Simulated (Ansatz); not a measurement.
**GeH₄Se: a ladder of functionals and wavefunction methods**

One table from this session's results is given with a row withheld; the runs are named, their logs left out.

Program: Ansatz 0.2.0, Gaussian basis. Level of theory: functionals in def2-TZVPP, the program's frozen cores in correlated methods. These are calculated values, not measurements.

Levels to be run: LDA (SPW92), PBE-D4, revPBE-D4, BLYP-D4, r2SCAN-D4, B97M-V, PBE0-D4, B3LYP-D4, r2SCANh-D4, r2SCAN0-D4, HSE06-D4, BHLYP-D4, CAM-B3LYP-D4, LC-ωPBE, ωB97X-V, ωB97M-V, B2PLYP, PBE-QIDH; CCSD(T)/def2-SVP; CCSD(T)/def2-TZVPP; MP2/def2-QZVPP; extrapolation to the limit; RPA on PBE.

### The relaxed structure

All runs share one geometry, relaxed beforehand with PBE0-D4 in a triple-zeta def2 set.

SMILES `[GeH3][SeH]`, 6 atoms, charge 0, spin multiplicity 1.

Atoms are counted from 1 here; the program's logs count them from 0.

Bond lengths: Ge1–Se2 2.357 Å, Ge1–H3 1.536 Å, Ge1–H4 1.533 Å, Ge1–H5 1.536 Å, Se2–H6 1.469 Å. Angles: Se2–Ge1–H3 110.4°, Se2–Ge1–H4 104.9°, Se2–Ge1–H5 110.4°, H3–Ge1–H4 110.5°, H3–Ge1–H5 110.0°, H4–Ge1–H5 110.5°, Ge1–Se2–H6 93.0°.

The first run:

Input file in.yaml:

```yaml
crystal:
  periodic: [false, false, false]
  atoms:
    - {symbol: Ge, position_ang: [-0.230442, -0.302881, -0.474954]}
    - {symbol: Se, position_ang: [-0.201271, 0.977657, 1.503363]}
    - {symbol: H, position_ang: [0.398442, -1.682307, -0.230377]}
    - {symbol: H, position_ang: [-1.714909, -0.444898, -0.831355]}
    - {symbol: H, position_ang: [0.525152, 0.426419, -1.595263]}
    - {symbol: H, position_ang: [1.265229, 0.961910, 1.582386]}
basis:
  gaussian: {orbitals: def2-TZVPP}
hamiltonian: {xc: lda}
output: {orbitals: {seedname: orbitals}}
```

Command:

```console
$ ansatz run in.yaml --threads 4 --pin off --events-out ev --progress --plain --max-ram 10444MiB
```

Steps of the session up to this table: LDA; PBE-D4 (GGA); revPBE-D4 (GGA); BLYP-D4 (GGA); r2SCAN-D4 (meta-GGA); B97M-V (meta-GGA); B3LYP-D4 (hybrid); r2SCANh-D4 (hybrid); r2SCAN0-D4 (hybrid); HSE06-D4 (hybrid); BHLYP-D4 (hybrid); CAM-B3LYP-D4 (range-separated); LC-ωPBE (range-separated); ωB97X-V (range-separated); ωB97M-V (range-separated); B2PLYP (double hybrid); PBE-QIDH (double hybrid).

One of the session's tables, all rows but one given; the rest of the session is left out.

It belongs to the step «Frontier levels by functional». 

| functional | HOMO (eV) | gap (eV) |
| --- | --- | --- |
| LDA (SPW92) | -5.91 | 4.49 |
| PBE-D4 | -5.80 | 4.61 |
| revPBE-D4 | -5.76 | 4.65 |
| BLYP-D4 | -5.64 | 4.50 |
| r2SCAN-D4 | -6.08 | 5.16 |
| B97M-V | -6.18 | 5.23 |
| PBE0-D4 | -6.96 | 6.63 |
| B3LYP-D4 | ? | ? |
| r2SCANh-D4 | -6.50 | 5.88 |
| r2SCAN0-D4 | -7.14 | 6.97 |
| HSE06-D4 | -6.56 | 5.86 |
| BHLYP-D4 | -7.95 | 8.51 |
| CAM-B3LYP-D4 | -8.23 | 8.87 |
| LC-ωPBE | -9.60 | 11.43 |
| ωB97X-V | -9.26 | 10.97 |
| ωB97M-V | -9.11 | 10.61 |

Q: Estimate the row for B3LYP-D4 from the others.

Worked estimate for «HOMO (eV)». Against the share of exact exchange, BLYP-D4 (0, -5.64), BHLYP-D4 (0.5, -7.95) give a slope of -4.62 per unit share; at 0.2 the line stands at -6.56.

**Answer.** HOMO (eV): -6.72; gap (eV): 6.11. In «HOMO (eV)» the line misses by +0.16.
